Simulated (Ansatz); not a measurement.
**SiH4O2 + HBr: a complex and its separated parts**

The complex below is one end of an elementary step. How strongly is it bound against its free parts?

Computed with Ansatz 0.2.0, Gaussian basis. Level: PBE0-D4/def2-TZVP structures, single points in def2-TZVPP, no counterpoise correction.

Levels: SPW92, PBE-D4, BLYP-D4, r2SCAN-D4, B97M-V, PBE0-D4, B3LYP-D4, r2SCAN0-D4, BHLYP-D4, CAM-B3LYP-D4, wB97X-V, wB97M-V, B2PLYP, PBE-QIDH, RPA on PBE, Hartree-Fock, MP2, CCSD, CCSD(T).

Cores are frozen in the correlated methods. Filled d shells of the heavier atoms are correlated. B3LYP uses VWN-RPA correlation. B2PLYP carries no dispersion term here.

94 further runs of the same task are left out: 94 set aside as unsound or not needed. Runs told in other sessions of the task aren't counted.

### 1 The system as given

The complex: 9 atoms, charge 0, spin multiplicity 1.

Atoms are counted from 1 here; the program's logs count them from 0.

Bond lengths: Si1–H3 1.479 Å, Si1–H4 1.479 Å, Si1–O5 1.633 Å, Si1–O7 1.663 Å, Br2–H6 1.445 Å, O5–H8 0.961 Å, O7–H9 0.960 Å. Angles: H3–Si1–H4 113.5°, H3–Si1–O5 112.6°, H3–Si1–O7 103.2°, H4–Si1–O5 105.4°, H4–Si1–O7 110.1°, O5–Si1–O7 112.2°, Si1–O5–H8 117.2°, Si1–O7–H9 117.0°.

Coordinates:

```xyz
9
BrH5O2Si
Si   -0.6510    0.2479    0.7478
Br    1.0360   -1.3332   -2.3291
H    -1.4634   -0.9864    0.6957
H    -0.9232    1.0838    1.9368
O    -0.9099    1.2234   -0.5366
H     1.1998   -1.0538   -0.9207
O     0.9095   -0.3254    0.7973
H    -0.7961    0.8382   -1.4102
H     1.5982    0.3056    1.0189
```

Its parts: SiH4O2 holds atoms 1, 3, 4, 5, 7, 8, 9; HBr holds atoms 2, 6. Each part counts its atoms afresh in its own runs.

### 2 Relaxing SiH4O2 alone

relax-a/in.yaml reads:

```yaml
crystal:
  periodic: [false, false, false]
  atoms:
    - {symbol: Si, position_ang: [-0.651017, 0.247878, 0.747787]}
    - {symbol: H, position_ang: [-1.463380, -0.986390, 0.695684]}
    - {symbol: H, position_ang: [-0.923155, 1.083847, 1.936761]}
    - {symbol: O, position_ang: [-0.909937, 1.223375, -0.536606]}
    - {symbol: O, position_ang: [0.909459, -0.325402, 0.797270]}
    - {symbol: H, position_ang: [-0.796104, 0.838210, -1.410161]}
    - {symbol: H, position_ang: [1.598213, 0.305616, 1.018940]}
basis:
  gaussian: {orbitals: def2-TZVP}
hamiltonian: {xc: pbe0, dispersion: d4}
relax: {f_tol: 0.005, max_steps: 200}
```

Command:

```console
ansatz run in.yaml --threads 4 --pin off --events-out ev --progress --plain --max-ram 9574MiB
```

Log, shortened:

```text
Functional definition: PBE0
  name "PBE0"
  cite "Adamo & Barone, J. Chem. Phys. 110, 6158 (1999) doi:10.1063/1.478522"
  cite "Perdew, Burke & Ernzerhof, Phys. Rev. Lett. 77, 3865 (1996) doi:10.1103/PhysRevLett.77.3865"
  parent pbe
[...]
746 factors; their error is unknown
[...]
mean field -12033.70477594 eV, -442.2304937776 hartree, gradient 4.5e-5 eV, S^2 0.000000; 0 other end points of the search recorded, 0 dependent functions left out
[...]
reference -12033.70480158 eV, -442.2304947199 hartree; 17, 17 occupied and 106, 106 virtual orbitals, 746 factors
[...]
Total energy: -12033.79519201 eV, -442.2338165070 hartree
Atom 0 at    -0.625491     0.241917     0.753632 Å, force     0.000223    -0.000007    -0.000310 eV/Å
Atom 1 at    -1.457731    -0.980883     0.678423 Å, force    -0.000050     0.000082    -0.000124 eV/Å
Atom 2 at    -0.951029     1.089822     1.923506 Å, force     0.000166    -0.000019    -0.000016 eV/Å
Atom 3 at    -0.888130     1.227827    -0.532579 Å, force    -0.000584     0.000508    -0.000065 eV/Å
Atom 4 at     0.910604    -0.331665     0.835803 Å, force     0.000238    -0.000533     0.000437 eV/Å
Atom 5 at    -0.838034     0.841607    -1.408205 Å, force    -0.000195    -0.000190    -0.000191 eV/Å
Atom 6 at     1.613891     0.298509     0.999096 Å, force     0.000201     0.000160     0.000269 eV/Å
Dipole moment:     0.157460     0.050996    -0.148882 e Å
```

It took 6.5 s on 4 threads of Arm Neoverse V2, shared host.

The steps of the relaxation:

```
step  energy from step 1 (eV)  largest force component (eV/Å)
   1                   0.0000                          0.8232
   2                  -0.0082                          0.4386
   3                  -0.0114                          0.1186
   4                  -0.0127                          0.0631
   5                  -0.0129                          0.0078
   6                  -0.0130                          0.0057
   7                  -0.0130                          0.0006
```

Distances of close pairs at the start and the end, largest changes first:

```csv
bond,before (Å),after (Å),change (Å)
Si1–O5,1.663,1.642,-0.021
Si1–O4,1.633,1.642,+0.008
O4–H6,0.961,0.958,-0.003
Si1–H2,1.479,1.481,+0.003
Si1–H3,1.479,1.481,+0.002
O5–H7,0.960,0.958,-0.002
```

### 3 Relaxing HBr alone

relax-b/in.yaml reads:

```yaml
crystal:
  periodic: [false, false, false]
  atoms:
    - {symbol: Br, position_ang: [1.036042, -1.333241, -2.329071]}
    - {symbol: H, position_ang: [1.199777, -1.053792, -0.920704]}
basis:
  gaussian: {orbitals: def2-TZVP}
hamiltonian: {xc: pbe0, dispersion: d4}
relax: {f_tol: 0.005, max_steps: 200}
```

Command:

```console
ansatz run in.yaml --threads 4 --pin off --events-out ev --progress --plain --max-ram 9574MiB
```

Log, shortened:

```text
[... 5 set-up lines as earlier in the session ...]
[...]
457 factors; their error is unknown
[...]
mean field -70054.56522105 eV, -2574.4577871836 hartree, gradient 5.0e-5 eV, S^2 0.000000; 0 other end points of the search recorded, 0 dependent functions left out
[...]
reference -70054.57279939 eV, -2574.4580656825 hartree; 18, 18 occupied and 36, 36 virtual orbitals, 457 factors
Total energy: -70054.57831868 eV, -2574.4582685129 hartree
Atom 0 at     1.037439    -1.330857    -2.317056 Å, force    -0.000222    -0.000378    -0.001907 eV/Å
Atom 1 at     1.198380    -1.056176    -0.932719 Å, force     0.000222     0.000378     0.001907 eV/Å
Dipole moment:     0.022471     0.038352     0.193285 e Å
```

Run time: 0.9 s. Hardware: 4 threads of Arm Neoverse V2, shared host.

Relaxation path:

```
step  energy from step 1 (eV)  largest force component (eV/Å)
   1                   0.0000                          0.5867
   2                  -0.0074                          0.0934
   3                  -0.0076                          0.0019
```

The bond:

```
  bond  before (Å)  after (Å)  change (Å)
Br1–H2       1.445      1.420      -0.025
```

### 4 SPW92/def2-TZVPP

parta/in.yaml reads:

```yaml
crystal:
  periodic: [false, false, false]
  atoms:
    - {symbol: Si, position_ang: [-0.625491, 0.241917, 0.753632]}
    - {symbol: H, position_ang: [-1.457731, -0.980883, 0.678423]}
    - {symbol: H, position_ang: [-0.951029, 1.089822, 1.923506]}
    - {symbol: O, position_ang: [-0.888130, 1.227827, -0.532579]}
    - {symbol: O, position_ang: [0.910604, -0.331665, 0.835803]}
    - {symbol: H, position_ang: [-0.838034, 0.841607, -1.408205]}
    - {symbol: H, position_ang: [1.613891, 0.298509, 0.999096]}
basis:
  gaussian: {orbitals: def2-TZVPP}
hamiltonian: {xc: lda}
```

partb/in.yaml reads:

```yaml
crystal:
  periodic: [false, false, false]
  atoms:
    - {symbol: Br, position_ang: [1.037439, -1.330857, -2.317056]}
    - {symbol: H, position_ang: [1.198380, -1.056176, -0.932719]}
basis:
  gaussian: {orbitals: def2-TZVPP}
hamiltonian: {xc: lda}
```

Each run has its own folder and the same command.

Command:

```console
ansatz run in.yaml --threads 4 --pin off --events-out ev --progress --plain --max-ram 9574MiB
```

Output in parta, shortened:

```text
Functional definition: SPW92
  name "SPW92"
  cite "Dirac, Proc. Camb. Phil. Soc. 26, 376 (1930) doi:10.1017/S0305004100016108"
  cite "Slater, Phys. Rev. 81, 385 (1951) doi:10.1103/PhysRev.81.385"
  cite "Perdew & Wang, Phys. Rev. B 45, 13244 (1992) doi:10.1103/PhysRevB.45.13244"
[...]
826 factors; their error is unknown
[...]
mean field -11980.01046875 eV, -440.2572643838 hartree, gradient 8.3e-5 eV, S^2 0.000000; 0 other end points of the search recorded, 0 dependent functions left out
reference -11980.01050120 eV, -440.2572655763 hartree; 17, 17 occupied and 143, 143 virtual orbitals, 826 factors
Total energy: -11980.01050120 eV, -440.2572655763 hartree
```

Log of partb, shortened:

```text
[... 5 set-up lines as earlier in the session ...]
[...]
435 factors; their error is unknown
[...]
mean field -69965.45700945 eV, -2571.1831208071 hartree, gradient 6.0e-6 eV, S^2 0.000000; 0 other end points of the search recorded, 0 dependent functions left out
reference -69965.45703050 eV, -2571.1831215806 hartree; 18, 18 occupied and 44, 44 virtual orbitals, 435 factors
Total energy: -69965.45703050 eV, -2571.1831215806 hartree
```

Times: 0.45 s (parta), 0.15 s (partb) on 4 threads of Arm Neoverse V2, shared host.

### 5 PBE-D4/def2-TZVPP

Each input of step 4 (parta, partb) changes in the same lines:

```diff
-hamiltonian: {xc: lda}
+hamiltonian: {xc: pbe, dispersion: d4}
```

The same command starts each run, in its folder.

Command:

```console
ansatz run in.yaml --threads 4 --pin off --events-out ev --progress --plain --max-ram 9574MiB
```

Output in parta, shortened:

```text
Functional definition: PBE
  name "PBE"
[... 2 set-up lines as earlier in the session ...]
[...]
826 factors; their error is unknown
[...]
mean field -12032.96073895 eV, -442.2031509228 hartree, gradient 8.8e-5 eV, S^2 0.000000; 0 other end points of the search recorded, 0 dependent functions left out
reference -12032.96077403 eV, -442.2031522119 hartree; 17, 17 occupied and 143, 143 virtual orbitals, 826 factors
Total energy: -12033.05444647 eV, -442.2065946106 hartree
```

Log of partb, shortened:

```text
[... 4 set-up lines as earlier in the session ...]
[...]
435 factors; their error is unknown
[...]
mean field -70052.13666181 eV, -2574.3685392779 hartree, gradient 1.9e-5 eV, S^2 0.000000; 0 other end points of the search recorded, 0 dependent functions left out
reference -70052.13668447 eV, -2574.3685401106 hartree; 18, 18 occupied and 44, 44 virtual orbitals, 435 factors
Total energy: -70052.14346950 eV, -2574.3687894560 hartree
```

Times: 0.7 s (parta), 0.2 s (partb) on 4 threads of Arm Neoverse V2, shared host.

### 6 BLYP-D4/def2-TZVPP

Each input of step 5 (parta, partb) changes in the same lines:

```diff
-hamiltonian: {xc: pbe, dispersion: d4}
+hamiltonian: {xc: {name: BLYP}, dispersion: d4}
```

The same command starts each run, in its folder.

Command:

```console
ansatz run in.yaml --threads 4 --pin off --events-out ev --progress --plain --max-ram 9574MiB
```

Log of parta, shortened:

```text
Functional definition: BLYP
  name "BLYP"
  cite "Becke, Phys. Rev. A 38, 3098 (1988) doi:10.1103/PhysRevA.38.3098"
  cite "Lee, Yang & Parr, Phys. Rev. B 37, 785 (1988) doi:10.1103/PhysRevB.37.785"
[...]
826 factors; their error is unknown
[...]
mean field -12040.77393008 eV, -442.4902804006 hartree, gradient 7.0e-5 eV, S^2 0.000000; 0 other end points of the search recorded, 0 dependent functions left out
reference -12040.77422587 eV, -442.4902912707 hartree; 17, 17 occupied and 143, 143 virtual orbitals, 826 factors
Total energy: -12040.98730064 eV, -442.4981216243 hartree
```

Output in partb, shortened:

```text
[... 4 set-up lines as earlier in the session ...]
[...]
435 factors; their error is unknown
[...]
mean field -70063.39681732 eV, -2574.7823423606 hartree, gradient 8.5e-5 eV, S^2 0.000000; 0 other end points of the search recorded, 0 dependent functions left out
reference -70063.39702570 eV, -2574.7823500181 hartree; 18, 18 occupied and 44, 44 virtual orbitals, 435 factors
Total energy: -70063.41299755 eV, -2574.7829369728 hartree
```

They took 0.7 s (parta), 0.2 s (partb) on 4 threads of Arm Neoverse V2, shared host.

### 7 r2SCAN-D4/def2-TZVPP

The same edit goes into each in.yaml of step 6 (parta, partb):

```diff
-hamiltonian: {xc: {name: BLYP}, dispersion: d4}
+hamiltonian: {xc: r2scan, dispersion: d4}
```

The same command starts each run, in its folder.

Command:

```console
ansatz run in.yaml --threads 4 --pin off --events-out ev --progress --plain --max-ram 9574MiB
```

Log of parta, shortened:

```text
Functional definition: r2SCAN
  name "r2SCAN"
  cite "Furness, Kaplan, Ning, Perdew & Sun, J. Phys. Chem. Lett. 11, 8208 (2020) doi:10.1021/acs.jpclett.0c02405"
  cite "Furness, Kaplan, Ning, Perdew & Sun, J. Phys. Chem. Lett. 11, 9248 (2020) doi:10.1021/acs.jpclett.0c03077"
  parent r2scan
[...]
826 factors; their error is unknown
[...]
mean field -12038.87281217 eV, -442.4204156062 hartree, gradient 6.2e-5 eV, S^2 0.000000; 0 other end points of the search recorded, 0 dependent functions left out
reference -12038.87282233 eV, -442.4204159795 hartree; 17, 17 occupied and 143, 143 virtual orbitals, 826 factors
Total energy: -12038.89437435 eV, -442.4212080018 hartree
```

partb printed, shortened:

```text
[... 5 set-up lines as earlier in the session ...]
[...]
435 factors; their error is unknown
[...]
mean field -70062.28305475 eV, -2574.7414123408 hartree, gradient 2.3e-5 eV, S^2 0.000000; 0 other end points of the search recorded, 0 dependent functions left out
reference -70062.28306085 eV, -2574.7414125652 hartree; 18, 18 occupied and 44, 44 virtual orbitals, 435 factors
Total energy: -70062.28451994 eV, -2574.7414661857 hartree
```

Wall times: 1.5 s (parta), 0.5 s (partb) on 4 threads of Arm Neoverse V2, shared host.

### 8 B97M-V/def2-TZVPP

Each input of step 7 (parta, partb) changes in the same lines:

```diff
-hamiltonian: {xc: r2scan, dispersion: d4}
+hamiltonian: {xc: {name: B97M-V}}
```

One command serves all of them, each in its own folder.

Command:

```console
ansatz run in.yaml --threads 4 --pin off --events-out ev --progress --plain --max-ram 9574MiB
```

parta printed, shortened:

```text
Functional definition: B97M-V
  name "B97M-V"
  cite "Mardirossian & Head-Gordon, J. Chem. Phys. 142, 074111 (2015) doi:10.1063/1.4907719"
  cite "Becke, J. Chem. Phys. 107, 8554 (1997) doi:10.1063/1.475007"
  cite "Vydrov & Van Voorhis, J. Chem. Phys. 133, 244103 (2010) doi:10.1063/1.3521275"
  # Of w^i u^j: cxij and so on, Table III.
[...]
  gx(w, u) = cx00 + cx01*u + cx02*u^2 + (cx10 + cx11*u)*w
[...]
  gos(w, u) = cos00 + cos01*u + cos03*u^3 + cos10*w + cos32*w^3*u^2
[...]
      + integral(e_c_pw_mod_opposite_spin*gos(b97_w_opposite, b97_u_opposite)) + vv10(b, c)
826 factors; their error is unknown
[...]
mean field -12038.27949071 eV, -442.3986114446 hartree, gradient 6.0e-5 eV, S^2 0.000000; 0 other end points of the search recorded, 0 dependent functions left out
reference -12038.27954254 eV, -442.3986133494 hartree; 17, 17 occupied and 143, 143 virtual orbitals, 826 factors
Total energy: -12038.27954254 eV, -442.3986133494 hartree
```

Log of partb, shortened:

```text
[... 5 set-up lines as earlier in the session ...]
  # Of w^i u^j: cxij and so on, Table III.
[...]
  gx(w, u) = cx00 + cx01*u + cx02*u^2 + (cx10 + cx11*u)*w
[...]
  gos(w, u) = cos00 + cos01*u + cos03*u^3 + cos10*w + cos32*w^3*u^2
[...]
      + integral(e_c_pw_mod_opposite_spin*gos(b97_w_opposite, b97_u_opposite)) + vv10(b, c)
435 factors; their error is unknown
[...]
mean field -70050.13093785 eV, -2574.2948302817 hartree, gradient 1.6e-5 eV, S^2 0.000000; 0 other end points of the search recorded, 0 dependent functions left out
reference -70050.13096969 eV, -2574.2948314521 hartree; 18, 18 occupied and 44, 44 virtual orbitals, 435 factors
Total energy: -70050.13096969 eV, -2574.2948314521 hartree
```

Wall times: 2.9 s (parta), 0.7 s (partb) on 4 threads of Arm Neoverse V2, shared host.

### 9 PBE0-D4/def2-TZVPP

Each input of step 8 (parta, partb) changes in the same lines:

```diff
-hamiltonian: {xc: {name: B97M-V}}
+hamiltonian: {xc: pbe0, dispersion: d4}
+output: {orbitals: {seedname: orbitals}}
```

One command serves all of them, each in its own folder.

Command:

```console
ansatz run in.yaml --threads 4 --pin off --events-out ev --progress --plain --max-ram 9574MiB
```

Log of parta, shortened:

```text
[... 5 set-up lines as earlier in the session ...]
[...]
829 factors; their error is unknown
[...]
mean field -12033.81447336 eV, -442.2345250836 hartree, gradient 4.4e-5 eV, S^2 0.000000; 0 other end points of the search recorded, 0 dependent functions left out
reference -12033.81449908 eV, -442.2345260286 hartree; 17, 17 occupied and 143, 143 virtual orbitals, 829 factors
Total energy: -12033.89191932 eV, -442.2373711702 hartree
```

partb printed, shortened:

```text
[... 5 set-up lines as earlier in the session ...]
[...]
472 factors; their error is unknown
[...]
mean field -70054.59430890 eV, -2574.4588561424 hartree, gradient 7.1e-6 eV, S^2 0.000000; 0 other end points of the search recorded, 0 dependent functions left out
reference -70054.59432616 eV, -2574.4588567767 hartree; 18, 18 occupied and 44, 44 virtual orbitals, 472 factors
Total energy: -70054.59984545 eV, -2574.4590596070 hartree
```

Wall times: 0.85 s (parta), 0.25 s (partb) on 4 threads of Arm Neoverse V2, shared host.

### 10 B3LYP-D4/def2-TZVPP

Each input of step 9 (parta, partb) changes in the same lines:

```diff
-hamiltonian: {xc: pbe0, dispersion: d4}
-output: {orbitals: {seedname: orbitals}}
+hamiltonian: {xc: {name: B3LYP}, dispersion: d4}
```

The same command starts each run, in its folder.

Command:

```console
ansatz run in.yaml --threads 4 --pin off --events-out ev --progress --plain --max-ram 9574MiB
```

Log of parta, shortened:

```text
Functional definition: B3LYP
  name "B3LYP"
  cite "Stephens, Devlin, Chabalowski & Frisch, J. Phys. Chem. 98, 11623 (1994) doi:10.1021/j100096a001"
[... 2 set-up lines as earlier in the session ...]
  cite "Vosko, Wilk & Nusair, Can. J. Phys. 58, 1200 (1980) doi:10.1139/p80-159"
[...]
829 factors; their error is unknown
[...]
mean field -12042.33446622 eV, -442.5476290460 hartree, gradient 5.5e-5 eV, S^2 0.000000; 0 other end points of the search recorded, 0 dependent functions left out
reference -12042.33468469 eV, -442.5476370746 hartree; 17, 17 occupied and 143, 143 virtual orbitals, 829 factors
Total energy: -12042.48657062 eV, -442.5532187799 hartree
```

partb printed, shortened:

```text
[... 6 set-up lines as earlier in the session ...]
[...]
472 factors; their error is unknown
[...]
mean field -70063.59659070 eV, -2574.7896838969 hartree, gradient 6.2e-6 eV, S^2 0.000000; 0 other end points of the search recorded, 0 dependent functions left out
reference -70063.59674789 eV, -2574.7896896734 hartree; 18, 18 occupied and 44, 44 virtual orbitals, 472 factors
Total energy: -70063.60788126 eV, -2574.7900988172 hartree
```

Times: 0.95 s (parta), 0.25 s (partb) on 4 threads of Arm Neoverse V2, shared host.

### 11 r2SCAN0-D4/def2-TZVPP

The same edit goes into each in.yaml of step 10 (parta, partb):

```diff
-hamiltonian: {xc: {name: B3LYP}, dispersion: d4}
+hamiltonian: {xc: {name: r2SCAN0}, dispersion: d4}
```

Each run has its own folder and the same command.

Command:

```console
ansatz run in.yaml --threads 4 --pin off --events-out ev --progress --plain --max-ram 9574MiB
```

parta printed, shortened:

```text
Functional definition: r2SCAN0
  name "r2SCAN0"
  cite "Bursch, Neugebauer, Ehlert & Grimme, J. Chem. Phys. 156, 134105 (2022) doi:10.1063/5.0086040"
[... 3 set-up lines as earlier in the session ...]
[...]
829 factors; their error is unknown
[...]
mean field -12038.17575367 eV, -442.3947991787 hartree, gradient 6.9e-5 eV, S^2 0.000000; 0 other end points of the search recorded, 0 dependent functions left out
reference -12038.17576170 eV, -442.3947994738 hartree; 17, 17 occupied and 143, 143 virtual orbitals, 829 factors
Total energy: -12038.20088372 eV, -442.3957226911 hartree
```

Output in partb, shortened:

```text
[... 6 set-up lines as earlier in the session ...]
[...]
472 factors; their error is unknown
[...]
mean field -70062.25260431 eV, -2574.7402933081 hartree, gradient 7.3e-6 eV, S^2 0.000000; 0 other end points of the search recorded, 0 dependent functions left out
reference -70062.25260920 eV, -2574.7402934876 hartree; 18, 18 occupied and 44, 44 virtual orbitals, 472 factors
Total energy: -70062.25432404 eV, -2574.7403565070 hartree
```

Wall times: 1.6 s (parta), 0.55 s (partb) on 4 threads of Arm Neoverse V2, shared host.

### 12 BHLYP-D4/def2-TZVPP

Each input of step 11 (parta, partb) changes in the same lines:

```diff
-hamiltonian: {xc: {name: r2SCAN0}, dispersion: d4}
+hamiltonian: {xc: {name: BHLYP}, dispersion: d4}
```

The same command starts each run, in its folder.

Command:

```console
ansatz run in.yaml --threads 4 --pin off --events-out ev --progress --plain --max-ram 9574MiB
```

Output in parta, shortened:

```text
Functional definition: BHLYP
  name "BHLYP"
  cite "Becke, J. Chem. Phys. 98, 1372 (1993) doi:10.1063/1.464304"
[... 2 set-up lines as earlier in the session ...]
[...]
900 factors; their error is unknown
[...]
mean field -12039.70851976 eV, -442.4511272935 hartree, gradient 8.9e-5 eV, S^2 0.000000; 0 other end points of the search recorded, 0 dependent functions left out
reference -12039.70866600 eV, -442.4511326677 hartree; 17, 17 occupied and 143, 143 virtual orbitals, 900 factors
Total energy: -12039.81856272 eV, -442.4551712979 hartree
```

partb printed, shortened:

```text
[... 5 set-up lines as earlier in the session ...]
[...]
514 factors; their error is unknown
[...]
mean field -70062.48032926 eV, -2574.7486620455 hartree, gradient 8.4e-6 eV, S^2 0.000000; 0 other end points of the search recorded, 0 dependent functions left out
reference -70062.48043711 eV, -2574.7486660090 hartree; 18, 18 occupied and 44, 44 virtual orbitals, 514 factors
Total energy: -70062.48829660 eV, -2574.7489548396 hartree
```

Times: 1 s (parta), 0.25 s (partb) on 4 threads of Arm Neoverse V2, shared host.

(Part 1 of 2 ends here.)
